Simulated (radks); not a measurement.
# Au with its nuclear charge varied continuously

One table from this session's results is given with a row withheld; the runs are named, their logs left out.

Program: radks (a radial shooting solver on a logarithmic mesh, Libxc functionals) version 1. Level of theory: scalar-relativistic Kohn-Sham, r2SCAN, spin-polarised, spherical densities, finite nucleus; open shells are filled with parallel spins first. These are calculated values, not measurements, unless marked.

## The system

```
element            : gold (Z = 79)
charge             : 0
electrons          : 79
configuration      : [Xe] 4f14 5d10 6s1
nuclear rms radius : 5.4371 fm
```

Outer shells as boxes (Hund's rule):

Au
```
[Xe] core
4f [↑↓][↑↓][↑↓][↑↓][↑↓][↑↓][↑↓]
5d [↑↓][↑↓][↑↓][↑↓][↑↓]
6s [↑ ]
```

Set-up of the first run:

Settings of this run:

```text
Z 79
configuration [Xe] 4f14 5d10 6s1
relativity scalar-relativistic
functional r2scan,r2scan
spin polarised
nucleus finite rms 5.4371 fm
c 137.035999084
```

Steps of the session up to this table: Z = 79.

One of the session's tables, all rows but one given; the rest of the session is left out.

It belongs to the step «Z = 79». Radial moments (bohr):

| level | <r> | outermost maximum (interpolated) | 90 % within | nodes |
| --- | --- | --- | --- | --- |
| 4f up | 0.4987 | 0.377 | 0.800 | 0 |
| 4f down | 0.4987 | 0.377 | 0.801 | 0 |
| 5p down | 1.075 | 0.953 | 1.56 | 3 |
| 5p up | 1.077 | 0.953 | 1.57 | 3 |
| 5d up | 1.627 | 1.22 | 2.60 | 2 |
| 5d down | 1.592 | 1.21 | 2.52 | 2 |
| 6s up | 2.813 | 2.32 | 4.22 | 5 |
| 6s down | ? | ? | ? | ? |

**Question.** Estimate the row for 6s down.

**Answer.** <r>: 2.865; outermost maximum (interpolated): 2.31; 90 % within: 4.35; nodes: 5. In the column «<r>» it is the highest.

Caveats from the session: At Z = 79 the central difference of E is -604.033 hartree, against -598.661 from the Hellmann-Feynman theorem; the scalar-relativistic energy here is not variational, so the two differ by a part that grows with Z.
